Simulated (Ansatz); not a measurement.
## Hf2Pd2Se2Br2O3 in Ansatz: convergence with k mesh

The system is Hf2Pd2Se2Br2O3.

```
Hf Pd Se Br O
1.0
     5.76069    0.00496   -0.00286
    -0.52750    5.84664    0.03413
    -1.48435   -0.92642    6.64586
Hf Pd Se Br O
2 2 2 2 3
Direct
  0.74540 0.39602 0.34989
  0.28763 0.45322 0.59401
  0.90854 0.13294 0.84849
  0.25249 0.90323 0.35874
  0.63469 0.40355 0.93716
  0.62597 0.78174 0.53023
  0.85273 0.99089 0.15355
  0.22526 0.82084 0.86223
  0.96040 0.28925 0.59026
  0.43233 0.24524 0.40864
  0.07457 0.58308 0.36682
```

The cell was built by a generator and needn't be a form met in nature.

| Item | Value |
| --- | --- |
| Program | Ansatz 0.2.0 |
| Task | convergence study |
| Functional | PBE |
| Potentials or basis | Ansatz PAW |
| Cutoff | 420 eV (not typed: the program's choice for these potentials) |
| k mesh | 2 × 2 × 2 |
| Occupations | fermi-dirac, width 0.05 eV |
| Spin | no spin polarisation |

These are the settings of the first run; the series varies k mesh, with any setting tied to it.

Hardware: 8 threads of Arm Neoverse V1, with other jobs on the host.

Q: The values tried are 2 × 2 × 2, 3 × 2 × 2, 3 × 3 × 3, 4 × 4 × 3, 5 × 4 × 4, 6 × 5 × 5, 7 × 7 × 6, 8 × 8 × 7, loosest first. From which on does the pressure stay within 0.1 GPa of the tightest run that finished?

A: From 3 × 2 × 2 on.

```tsv
k mesh	energy less the tightest run, at zero smearing (meV/atom)	pressure (GPa)	largest force (eV/Å)	gap on the mesh (eV)	SCF cycles	CPU time (s)	peak memory (GiB)
2 × 2 × 2	7.02	0.12	0.055	0.218	9	11	0.97
3 × 2 × 2	0.99	0.03	0.048	0.290	10	17	0.94
3 × 3 × 3	0.06	0.01	0.018	0.345	10	37	1.2
4 × 4 × 3	0.07	0.01	0.011	0.215	10	62	1.3
5 × 4 × 4	0.04	0.01	0.007	0.258	10	100	1.4
6 × 5 × 5	0.01	0.01	0.008	0.228	10	190	1.7
7 × 7 × 6	0.00	0.01	0.008	0.200	10	370	2.5
8 × 8 × 7	0.00	0.01	0.007	0.177	10	570	3.3
```

Against the tightest run, the energy stays within 1 meV/atom from 3 × 2 × 2 on; the largest force stays within 0.005 eV/Å from 4 × 4 × 3 on. Not settled before the last step: the gap on the mesh (to 0.01 eV). Meshes of other sizes hit other points, so gaps and Fermi surfaces needn't settle smoothly. The tightest run that finished is the yardstick and may itself not be fully converged.

Caveat, for the tightest run too: odd divisions of the mesh miss points on the zone boundary, where band edges often lie, so the gap on the mesh can be too wide; spin-orbit coupling is left out, which moves the levels of the heavy elements.
